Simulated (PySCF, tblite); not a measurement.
# C2H10Ge2OSi2: geometry, infrared bands and NMR shifts

What infrared bands and NMR shifts should C2H10Ge2OSi2 (`C#C[SiH2][O][GeH2][SiH2][GeH3]`) show?

Computed with tblite 0.8.0 and PySCF 2.14.0, with density-fitted response routines of our own, on a single molecule in the gas phase. Atoms are numbered from 0 throughout.

## Step 1: The molecule as given

17 atoms, charge 0, multiplicity 1; geometry from: force field or distance geometry start.

Bonds of the start (Å): C0–C1 1.19, C1–Si2 1.83, Si2–O3 1.72, O3–Ge4 1.79, Ge4–Si5 2.32, Si5–Ge6 2.31, C0–H7 1.06, Si2–H8 1.47, Si2–H9 1.46, Ge4–H10 1.55, Ge4–H11 1.55, Si5–H12 1.47, Si5–H13 1.47, Ge6–H14 1.55, Ge6–H15 1.54, Ge6–H16 1.55.

## Step 2: Optimising the geometry with GFN2-xTB

What the job is given:

```
{"job": {"kind": "relax", "xc": "GFN2-xTB", "basis": "xTB"}, "charge": 0, "multiplicity": 1}
C      1.314000     2.500200    -0.172300
C      1.648200     1.398700     0.137800
Si     2.180500    -0.283200     0.629800
O      0.798700    -1.189400     1.112200
Ge     0.137800    -1.976000    -0.349000
Si    -1.030100    -0.438200    -1.641000
Ge    -2.408200     0.799100    -0.261000
H      1.004100     3.480500    -0.447900
H      3.102300    -0.173400     1.764000
H      2.897700    -0.916200    -0.478400
H      1.254500    -2.645400    -1.199000
H     -0.858400    -3.085000     0.078000
H     -0.077800     0.465500    -2.292600
H     -1.822600    -1.142400    -2.652500
H     -1.556400     1.501200     0.833300
H     -3.161000     1.864000    -1.083000
H     -3.430400    -0.148100     0.423500
```

The run is started by

```console
OMP_NUM_THREADS=1 python probes_run.py task.json out
```

One launch serves the whole session: the jobs run in the order shown.

**Question.** This job is followed by: GFN2-xTB harmonic vibrations, gas phase; GIAO PBE0/pcSseg-1 NMR shielding, non-relativistic, gas phase. Predict these results of the whole session: strongest single infrared mode (GFN2-xTB); zero-point energy (GFN2-xTB); 13C shifts against TMS (PBE0/pcSseg-1); 1H shifts against TMS (PBE0/pcSseg-1, means over atoms taken as alike); 29Si shifts against TMS (PBE0/pcSseg-1); 17O shifts against H2O (PBE0/pcSseg-1); 73Ge shifts against GeMe4 (PBE0/pcSseg-1).

As calculated:

| quantity | value |
| --- | --- |
| strongest single infrared mode (GFN2-xTB) | 1841 cm⁻¹, 583 km/mol |
| zero-point energy (GFN2-xTB) | 57.1 kcal/mol |
| 13C shifts against TMS (PBE0/pcSseg-1) | 105.1, 96.5 ppm |
| 1H shifts against TMS (PBE0/pcSseg-1, means over atoms taken as alike) | 5.88, 5.16, 3.85, 3.44, 2.03 ppm |
| 29Si shifts against TMS (PBE0/pcSseg-1) | -51.8, -114.5 ppm |
| 17O shifts against H2O (PBE0/pcSseg-1) | -2.5 ppm |
| 73Ge shifts against GeMe4 (PBE0/pcSseg-1) | -45, -359 ppm |

**Reading.** Relaxing lowered the energy by 0.767 eV in 147 steps; the close pair that moved most is Si2–O3, from 1.721 to 1.618 Å. The lowest mode is slightly imaginary (8i cm⁻¹), a soft motion within the noise of the Hessian, so the minimum is not strictly shown. The strongest single mode, at 1841 cm⁻¹, moves mainly H11. Unscaled tight-binding wavenumbers are off by several per cent, some by more. Its intensities can rank the bands wrongly. At PBE0/pcSseg-1: The widest tensor belongs to Ge4: span 409 ppm, with a paramagnetic part of -1381 ppm. Spin-orbit coupling is left out, which matters for shieldings and couplings at and beside the heavy atoms.
